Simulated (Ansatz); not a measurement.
# F (diamond type): a single-point run

Wanted: a converged single-point run for F (diamond type), and a check of what comes out. The structure is shown as the input types it.

Computed with Ansatz 0.2.0 (DFT, LDA, all-electron LAPW, scalar-relativistic, unless a step's input says otherwise).

### Step 1. Starting point

Symmetry: Fd-3m, No. 227, cubic system. Conventional cell: a = 4.141 Å, b = 4.141 Å, c = 4.141 Å, α = 90.00°, β = 90.00°, γ = 90.00°. Around F (site symmetry -43m) lie 4 F at 1.79 Å.

As a file:

```cif
data_structure
_symmetry_space_group_name_H-M 'P 1'
_symmetry_Int_Tables_number 1
_cell_length_a 2.9282
_cell_length_b 2.9282
_cell_length_c 2.9282
_cell_angle_alpha 60.000
_cell_angle_beta 60.000
_cell_angle_gamma 60.000
_cell_volume 17.75
loop_
_atom_site_label
_atom_site_type_symbol
_atom_site_fract_x
_atom_site_fract_y
_atom_site_fract_z
_atom_site_occupancy
F1 F 0.87500 0.87500 0.87500 1
F2 F 0.12500 0.12500 0.12500 1
```

### Step 2. Running it

Input file input.yaml:

```yaml
crystal:
  lattice:
    - [0.0, 2.0705327855, 2.0705327855]
    - [2.0705327855, 0.0, 2.0705327855]
    - [2.0705327855, 2.0705327855, 0.0]
  atoms:
    - { symbol: F, position: [-0.125, -0.125, -0.125] }
    - { symbol: F, position: [0.125, 0.125, 0.125] }
kpoints:
  mp_grid: { grid: [14, 14, 14], kspacing: 0.3 }
scf:
  occupations: { method: fermi_dirac, width: 0.1 }
  max_iter: 100
hamiltonian:
  xc: lda
  pseudopotentials: { kind: all_electron, lapw: { basis_error: 0.001 } }
output:
  forces: true
  stress: true
  eigenvalues: true
  populations: true
```

On the command line:

```
ansatz run input.yaml --threads 1 --pin off --max-ram 2048MiB --backend cpu --events-out ev --progress --plain --runs-dir out
```

**Question.** How will this run end, and is anything wrong with its input?

The program refused the input before any cycle. It says: «invalid value for `kpoints.mp_grid.kspacing`: mutually exclusive with `grid` — set one or the other»

Look at the input: kpoints.mp_grid.kspacing is 0.3. No mesh follows from the k-point block as it stands.

What to do: delete kpoints.mp_grid.kspacing.
